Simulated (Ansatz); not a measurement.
# MgB (Pm-3m) in Ansatz: elastic constants with PBE

Aim: the elastic constants of MgB with PBE.

Program: Ansatz 0.2.0. These are calculated values, not measurements. Logs are shortened: lines on timing, memory, paths and dates and some standing lists are left out, and cuts for length are marked.

## (1) Starting point

The structure is cubic, space group Pm-3m (No. 221). Conventional cell: a = 2.895 Å, b = 2.895 Å, c = 2.895 Å, α = 90.00°, β = 90.00°, γ = 90.00°. Mg (site symmetry m-3m) has 8 B at 2.51 Å as nearest neighbours. B (site symmetry m-3m) has 8 Mg at 2.51 Å as nearest neighbours.

The cell was built by a generator and needn't be a form met in nature.

## (2) Elastic constants, PBE

Contents of input.yaml:

```yaml
crystal:
  lattice:
    - [2.89515, 0.0, 0.0]
    - [0.0, 2.89515, 0.0]
    - [0.0, 0.0, 2.89515]
  atoms:
    - { symbol: Mg, position: [0.0, 0.0, 0.0] }
    - { symbol: B, position: [0.5, 0.5, 0.5] }
hamiltonian:
  xc: pbe
  pseudopotentials: { kind: paw }
kpoints:
  mp_grid: { grid: [7, 7, 7] }
scf:
  occupations: { method: fermi_dirac, width: 0.05 }
output:
  forces: true
  stress: true
elastic:
  mode: relaxed_ion
  stencil: two_point
```

Potentials or basis: Ansatz PAW.

The run is started by

```sh
$ ansatz run input.yaml --threads 2 --pin off --max-ram 5632MiB --backend cpu --events-out ev --progress --plain --runs-dir out
```

The program printed:

```text
Warning: RAYON_NUM_THREADS=2 ignored (pool sized by the plan → 2); use --threads N
Engine: ansatz 0.2.0, x86_64-unknown-linux-gnu
Pseudopotentials: kind: paw
Pseudopotential: Mg, paw, valence charge 10, recommended cutoff 420 eV (normal), Mg.paw.azcp
Pseudopotential: B, paw, valence charge 3, recommended cutoff 420 eV (normal), B.paw.azcp
Functional definition: PBE
  parameter kappa = 0.804
  parameter beta = 0.06672455060314922
  exchange = pbe_x(kappa = kappa, mu = beta*pi^2/3)
  correlation = pbe_c(beta = beta)
Crystal: 2 atoms, lattice volume = 24.267 Å³
Basis set: ecut = 420 eV, 461 PW (Γ), exchange–correlation on 40×40×40 points (8 copies of the dense FFT grid, shifted against one another)
Bands: 11, of which v1, the nominal top of the filled ones, is band 7 counted from 1 (6 counted from 0)
Symmetry: 48 space group operations
Space group: Pm-3m (ITA 221), of the structure as read, at distance tolerance 2.9e-5 Å
k-points: 20 of 343
Non-local potential: Mg, projectors of the file, l = 0: 3, l = 1: 2, l = 2: 1
Non-local potential: B, projectors of the file, l = 0: 2, l = 1: 2, l = 2: 1
PAW form: soft (Blöchl's): semilocal exchange-correlation on the pseudo side does not see the compensation charge
PAW one-centre angular grid: Mg, 110 points (default); XC on 64 Gauss nodes
PAW one-centre angular grid: B, 110 points (default); XC on 64 Gauss nodes
Initial density: superposition of atomic densities (neutral atoms: chi_scale 0, normalization atom), corrected by the library's trained network
Initial wavefunctions: pseudopotential atomic-orbital guess
Functional: x = pbe(κ = 0.804, μ = 0.2195149727645171), c = pbe(β = 0.06672455060314922)
SCF iter   1: F=—  HF=-2078.122871 eV  |F-HF|=—  |Δ(HF+E_count)|=         —  Δρ=1.02e-3  dr2=2.39e-4  ethr=1.77e-3  ⟨swp⟩=5.1  Hψ=1323  notcnv=0
preconditioner: auto → none  [insulator: Δε(μ)=0.267 eV  Ē_g=10.823 eV  σ=0.050 eV  W_gap=0.69  n_scr=6 (ndim 8)  ℏωp=16.9 eV  f_vac=0.000  D(μ)=0.65/eV (n_scr^D=6)  ε∞_Penn≈3.4]
SCF iter   2: F=—  HF=-2078.122854 eV  |F-HF|=—  |Δ(HF+E_count)|=   1.70e-5  Δρ=4.04e-4  dr2=2.13e-5  ethr=1.84e-6  ⟨swp⟩=2.1  Hψ=471  notcnv=0
SCF iter   3: F=—  HF=-2078.122911 eV  |F-HF|=—  |Δ(HF+E_count)|=   5.71e-5  Δρ=1.45e-4  dr2=2.43e-6  ethr=1.64e-7  ⟨swp⟩=1.9  Hψ=303  notcnv=0
SCF iter   4: F=—  HF=-2078.122916 eV  |F-HF|=—  |Δ(HF+E_count)|=   5.06e-6  Δρ=1.11e-5  dr2=1.45e-8  ethr=1.87e-8  ⟨swp⟩=2.0  Hψ=258  notcnv=0
SCF iter   5: F=—  HF=-2078.122915 eV  |F-HF|=—  |Δ(HF+E_count)|=   1.21e-6  Δρ=1.85e-6  dr2=5.59e-10  ethr=1.11e-10  ⟨swp⟩=2.1  Hψ=331  notcnv=0
SCF iter   6: F=—  HF=-2078.122915 eV  |F-HF|=—  |Δ(HF+E_count)|=  2.41e-10  Δρ=2.07e-7  dr2=3.54e-12  ethr=4.30e-12  ⟨swp⟩=2.0  Hψ=254  notcnv=0
SCF iter   7: F=-2078.122915 eV  HF=-2078.122915 eV  |F-HF|=4.55e-13  |Δ(HF+E_count)|=  4.09e-12  Δρ=1.05e-8  dr2=1.08e-14  ethr=1.00e-12  ⟨swp⟩=5.8  Hψ=795  notcnv=0
SCF 1 converged in 7 iterations: F = -2078.122915 eV  dr2 = 1.08e-14
Crystal: 2 atoms, lattice volume = 24.218 Å³
Symmetry: 16 space group operations
k-points: 40 of 343
Initial density: handed on by an earlier stage of this run
Initial wavefunctions: those handed on with the density
iter 1 solved again at ethr=2.18e-8 eV; its pass at ethr=3.10e-3 eV (dr2=2.84e-6 eV) is discarded
SCF iter   1: F=—  HF=-2078.122648 eV  |F-HF|=—  |Δ(HF+E_count)|=         —  Δρ=9.20e-5  dr2=2.82e-6  ethr=2.18e-8  ⟨swp⟩=2.0  Hψ=3070  notcnv=0  defer=9
preconditioner: auto → none  [insulator: Δε(μ)=0.250 eV  Ē_g=10.841 eV  σ=0.050 eV  W_gap=0.68  n_scr=6 (ndim 8)  ℏωp=16.9 eV  f_vac=0.000  D(μ)=0.66/eV (n_scr^D=6)  ε∞_Penn≈3.4]
SCF iter   2: F=—  HF=-2078.122675 eV  |F-HF|=—  |Δ(HF+E_count)|=   2.68e-5  Δρ=2.59e-5  dr2=1.22e-7  ethr=2.17e-8  ⟨swp⟩=1.9  Hψ=503  notcnv=0  defer=9
SCF iter   3: F=—  HF=-2078.122673 eV  |F-HF|=—  |Δ(HF+E_count)|=   1.79e-6  Δρ=8.72e-6  dr2=8.97e-9  ethr=9.41e-10  ⟨swp⟩=2.2  Hψ=559  notcnv=0  defer=9
SCF iter   4: F=—  HF=-2078.122673 eV  |F-HF|=—  |Δ(HF+E_count)|=   6.12e-9  Δρ=1.06e-6  dr2=1.13e-10  ethr=6.90e-11  ⟨swp⟩=2.5  Hψ=609  notcnv=0  defer=9
SCF iter   5: F=—  HF=-2078.122673 eV  |F-HF|=—  |Δ(HF+E_count)|=  9.09e-12  Δρ=2.04e-7  dr2=4.52e-12  ethr=8.71e-13 (applied; sched 1.00e-12)  ⟨swp⟩=2.0  Hψ=670  notcnv=0  defer=10
SCF iter   6: F=-2078.122673 eV  HF=-2078.122673 eV  |F-HF|=9.09e-13  |Δ(HF+E_count)|=  4.55e-12  Δρ=1.93e-8  dr2=5.69e-14  ethr=1.00e-12  ⟨swp⟩=3.0  Hψ=1626  notcnv=0
SCF 2 converged in 6 iterations: F = -2078.122673 eV  dr2 = 5.69e-14
Crystal: 2 atoms, lattice volume = 24.315 Å³
iter 1 solved again at ethr=1.58e-11 eV; its pass at ethr=3.10e-3 eV (dr2=2.06e-9 eV) is discarded
SCF iter   1: F=—  HF=-2078.122981 eV  |F-HF|=—  |Δ(HF+E_count)|=         —  Δρ=4.04e-6  dr2=2.25e-9  ethr=1.58e-11  ⟨swp⟩=2.6  Hψ=3130  notcnv=0  defer=6
preconditioner: auto → none  [insulator: Δε(μ)=0.255 eV  Ē_g=10.811 eV  σ=0.050 eV  W_gap=0.69  n_scr=6 (ndim 8)  ℏωp=16.8 eV  f_vac=0.000  D(μ)=0.65/eV (n_scr^D=6)  ε∞_Penn≈3.4]
SCF iter   2: F=—  HF=-2078.123012 eV  |F-HF|=—  |Δ(HF+E_count)|=   3.05e-5  Δρ=2.13e-6  dr2=4.20e-10  ethr=1.58e-11  ⟨swp⟩=2.0  Hψ=679  notcnv=0  defer=6
SCF iter   3: F=—  HF=-2078.123012 eV  |F-HF|=—  |Δ(HF+E_count)|=  3.48e-10  Δρ=1.22e-6  dr2=8.60e-11  ethr=3.23e-12  ⟨swp⟩=2.6  Hψ=677  notcnv=0  defer=6
SCF iter   4: F=—  HF=-2078.123012 eV  |F-HF|=—  |Δ(HF+E_count)|=  3.50e-10  Δρ=1.29e-7  dr2=1.87e-12  ethr=6.62e-13 (applied; sched 1.00e-12)  ⟨swp⟩=2.0  Hψ=678  notcnv=0  defer=14
SCF iter   5: F=—  HF=-2078.123012 eV  |F-HF|=—  |Δ(HF+E_count)|=  1.82e-12  Δρ=3.07e-8  dr2=1.51e-13  ethr=1.44e-14 (applied; sched 1.00e-12)  ⟨swp⟩=2.1  Hψ=635  notcnv=0  defer=17
SCF iter   6: F=-2078.123012 eV  HF=-2078.123012 eV  |F-HF|=4.55e-13  |Δ(HF+E_count)|=    0.00e0  Δρ=1.29e-8  dr2=2.02e-14  ethr=1.00e-12  ⟨swp⟩=3.9  Hψ=1194  notcnv=0
SCF 3 converged in 6 iterations: F = -2078.123012 eV  dr2 = 2.02e-14
Symmetry: 8 space group operations
k-points: 64 of 343
iter 1 solved again at ethr=1.85e-8 eV; its pass at ethr=3.10e-3 eV (dr2=2.41e-6 eV) is discarded
SCF iter   1: F=—  HF=-2078.122864 eV  |F-HF|=—  |Δ(HF+E_count)|=         —  Δρ=1.24e-4  dr2=2.89e-6  ethr=1.85e-8  ⟨swp⟩=2.0  Hψ=4947  notcnv=0  defer=14
preconditioner: auto → none  [insulator: Δε(μ)=0.256 eV  Ē_g=10.826 eV  σ=0.050 eV  W_gap=0.68  n_scr=6 (ndim 8)  ℏωp=16.9 eV  f_vac=0.000  D(μ)=0.66/eV (n_scr^D=6)  ε∞_Penn≈3.4]
SCF iter   2: F=—  HF=-2078.122890 eV  |F-HF|=—  |Δ(HF+E_count)|=   2.64e-5  Δρ=5.21e-5  dr2=5.14e-7  ethr=1.85e-8  ⟨swp⟩=1.0  Hψ=681  notcnv=0  defer=14
SCF iter   3: F=—  HF=-2078.122891 eV  |F-HF|=—  |Δ(HF+E_count)|=   5.24e-7  Δρ=2.22e-6  dr2=9.38e-10  ethr=3.95e-9  ⟨swp⟩=1.0  Hψ=681  notcnv=0  defer=14
SCF iter   4: F=—  HF=-2078.122891 eV  |F-HF|=—  |Δ(HF+E_count)|=  9.35e-10  Δρ=7.88e-7  dr2=7.61e-11  ethr=7.21e-12  ⟨swp⟩=2.0  Hψ=1095  notcnv=0  defer=14
SCF iter   5: F=—  HF=-2078.122891 eV  |F-HF|=—  |Δ(HF+E_count)|=  3.27e-11  Δρ=1.75e-7  dr2=4.47e-12  ethr=5.85e-13 (applied; sched 1.00e-12)  ⟨swp⟩=2.5  Hψ=975  notcnv=0  defer=22
SCF iter   6: F=-2078.122891 eV  HF=-2078.122891 eV  |F-HF|=0.00e0  |Δ(HF+E_count)|=  4.55e-13  Δρ=1.94e-8  dr2=6.98e-14  ethr=1.00e-12  ⟨swp⟩=3.5  Hψ=2397  notcnv=0
SCF 4 converged in 6 iterations: F = -2078.122891 eV  dr2 = 6.98e-14
iter 1 solved again at ethr=5.71e-12 eV; its pass at ethr=3.10e-3 eV (dr2=7.42e-10 eV) is discarded
SCF iter   1: F=—  HF=-2078.122862 eV  |F-HF|=—  |Δ(HF+E_count)|=         —  Δρ=3.12e-6  dr2=7.91e-10  ethr=5.71e-12  ⟨swp⟩=3.1  Hψ=5035  notcnv=0  defer=10
SCF iter   2: F=—  HF=-2078.122891 eV  |F-HF|=—  |Δ(HF+E_count)|=   2.90e-5  Δρ=1.92e-6  dr2=4.05e-10  ethr=5.71e-12  ⟨swp⟩=3.2  Hψ=1450  notcnv=0  defer=10
SCF iter   3: F=—  HF=-2078.122891 eV  |F-HF|=—  |Δ(HF+E_count)|=  1.84e-10  Δρ=1.32e-6  dr2=1.26e-10  ethr=3.12e-12  ⟨swp⟩=2.0  Hψ=948  notcnv=0  defer=10
SCF iter   4: F=—  HF=-2078.122891 eV  |F-HF|=—  |Δ(HF+E_count)|=  4.37e-10  Δρ=2.85e-7  dr2=1.31e-11  ethr=9.72e-13 (applied; sched 1.00e-12)  ⟨swp⟩=2.0  Hψ=1095  notcnv=0  defer=10
SCF iter   5: F=—  HF=-2078.122891 eV  |F-HF|=—  |Δ(HF+E_count)|=  4.55e-13  Δρ=1.27e-7  dr2=2.62e-12  ethr=1.01e-13 (applied; sched 1.00e-12)  ⟨swp⟩=2.5  Hψ=1104  notcnv=0  defer=23
SCF iter   6: F=—  HF=-2078.122891 eV  |F-HF|=—  |Δ(HF+E_count)|=  4.55e-13  Δρ=6.72e-8  dr2=6.13e-13  ethr=2.01e-14 (applied; sched 1.00e-12)  ⟨swp⟩=1.9  Hψ=873  notcnv=0  defer=23
SCF iter   7: F=-2078.122891 eV  HF=-2078.122891 eV  |F-HF|=9.09e-13  |Δ(HF+E_count)|=    0.00e0  Δρ=2.23e-8  dr2=6.74e-14  ethr=1.00e-12  ⟨swp⟩=2.7  Hψ=2501  notcnv=0
SCF 5 converged in 7 iterations: F = -2078.122891 eV  dr2 = 6.74e-14
SCF converged after 7 iterations
Free energy (F): -2078.122915 eV
Harris-Foulkes:  -2078.122915 eV  (|F-HF|=4.55e-13)
Internal energy: -2078.117664 eV  (E = F + TS)
E sigma→0 (E₀):  -2078.120289 eV
Entropy (-TS):   -0.005251 eV (-2.626 meV/atom)
Fermi energy:    8.269760 eV
--- Per-component energies (eV) ---
  E_band       = -314.335420
  E_kinetic    = 118.458971
  E_local      = -1534.399999  (includes V_loc(G=0)·N_el)
  E_nonlocal   = 108.569921
  E_hartree    = 548.161769
  E_xc         = -59.965216
  E_vxc        = -74.079018  (∫ρ·V_xc dr)
  E_paw        = -370.186374  (= ΣΔE_a)
  E_vpaw       = -29.208828  (= ΣTr[D̂ρ^β])
  E_aug_tail   = -0.000003  (compensation charges beyond the density's cutoff)
  E_ewald      = -888.756732
  E_smearing   = -0.005251  (= −TS)
  E_closure    = 0.000000  (closes the sum)
  Σ components = -2078.122915   (vs F -2078.122915, Δ=0.00e0)
--- Forces (eV/Å), atoms counted from 1 ---
  atom   1  Mg    -0.00000000     0.00000000     0.00000000
  atom   2  B      0.00000000    -0.00000000    -0.00000000
  max |Σ_I F_I| component: 8.46e-31 eV/Å
--- Stress (GPa, compression-positive) ---
        0.573120      -0.000000       0.000000
       -0.000000       0.573120       0.000000
       -0.000000       0.000000       0.573120
  P = ⅓ Tr σ = 0.5731 GPa (5.731 kbar)
--- Band table (eV; the first three rows and the last of 20) ---
  k-point 0: bands = ["-66.8127", "-33.5433", "-33.5433", "-33.5433", "-2.3474", "10.9241", "10.9241", "10.9241", "15.4301", "15.4301", "17.3635"]
  k-point 1: bands = ["-66.8119", "-33.5533", "-33.5424", "-33.5424", "-2.0238", "8.8324", "11.1052", "11.1052", "15.7899", "16.8401", "18.3982"]
  k-point 2: bands = ["-66.8102", "-33.5758", "-33.5404", "-33.5404", "-1.0758", "5.7939", "11.5657", "11.5657", "16.8636", "17.7849", "20.4291"]
  k-point 19: bands = ["-66.8014", "-33.5817", "-33.5814", "-33.5814", "5.1114", "7.1063", "7.1063", "8.0239", "12.8801", "12.8801", "12.8928"]
--- Elastic constants: 2 strain directions × 2 members + reference (group order 48) ---
  dense FFT box of the reference and of every strained cell: 20×20×20
  strains applied: 11, 23; error gains: componentwise 1.00 (the most a stress slope's error grows in a printed constant), spectral 1.73 (1 for all six strains in a standard setting)
  C = ∂σ_k/∂η_j (tension-positive GPa; Voigt order 11 22 33 23 13 12):
       231.516     17.358     17.358     -0.000     -0.000     -0.000
        17.358    231.516     17.358     -0.000     -0.000     -0.000
        17.358     17.358    231.516     -0.000     -0.000     -0.000
        -0.000      0.000     -0.000     60.510      0.000     -0.000
        -0.000     -0.000      0.000     -0.000     60.510     -0.000
        -0.000     -0.000      0.000      0.000      0.000     60.510
  reference stress σ⁰ (GPa):     -0.573     -0.573     -0.573     -0.000      0.000      0.000
  C* (energy form; C + prestress term) asymmetry max|C*_kj − C*_jk| = 7.105e-15 GPa — a small one proves nothing (zero by symmetry where the batch's group is 432, −43m or m−3m); a large one is finite-difference/SCF noise where every solve meets its electron count
  moduli (Voigt/Reuss/Hill, GPa): K = 88.74/88.74/88.74   G = 79.14/73.25/76.20   E = 177.72   ν = 0.166
  mechanically stable: yes (min eigenvalue of sym C = 60.51 GPa)
  strain η (Voigt 11):  stress-route row diagonal C_11 = 231.52 GPa, energy-path curvature d²(F+E_count+ΔE)/dδ²/Ω₀ = 231.33 GPa
         δ    σ_11 (GPa)             F (eV)   n_scf  n_hpsi   n_pw
    -2.000e-3      -1.0374       -2078.1226731       6    7597    484   relax 0 steps, max|allowed force component| 4.93e-31 eV/Å
     2.000e-3      -0.1114       -2078.1230115       6    7551    486   relax 0 steps, max|allowed force component| 1.23e-32 eV/Å
  strain η (Voigt 23):  stress-route row diagonal C_44 = 60.51 GPa, energy-path curvature d²(F+E_count+ΔE)/dδ²/Ω₀ = 60.76 GPa
         δ    σ_23 (GPa)             F (eV)   n_scf  n_hpsi   n_pw
    -2.000e-3      -0.1210       -2078.1228907       6   11672    485   relax 0 steps, max|allowed force component| 4.93e-31 eV/Å
     2.000e-3       0.1210       -2078.1228907       7   13902    485   relax 0 steps, max|allowed force component| 4.93e-32 eV/Å
```

It took 2.6 s on 2 threads of Intel Xeon at 2.70GHz, shared host; peak memory 0.32 GiB.

What came out:

```
Free energy                     : -2078.1229 eV
Pressure                        : 0.6 GPa
Band gap on the k mesh          : none (metal or under the smearing width)
Elastic constants C11, C12, C44 : 232, 17, 61 GPa
Voigt bulk modulus              : 89 GPa
```

Elastic tensor in Voigt notation (GPa, in the Cartesian axes of the cell as first typed):
```
232  17  17   0   0   0
 17 232  17   0   0   0
 17  17 232   0   0   0
  0   0   0  61   0   0
  0   0   0   0  61   0
  0   0   0   0   0  61
```

Caveat: elastic constants of metals need much finer meshes, so these are rough.
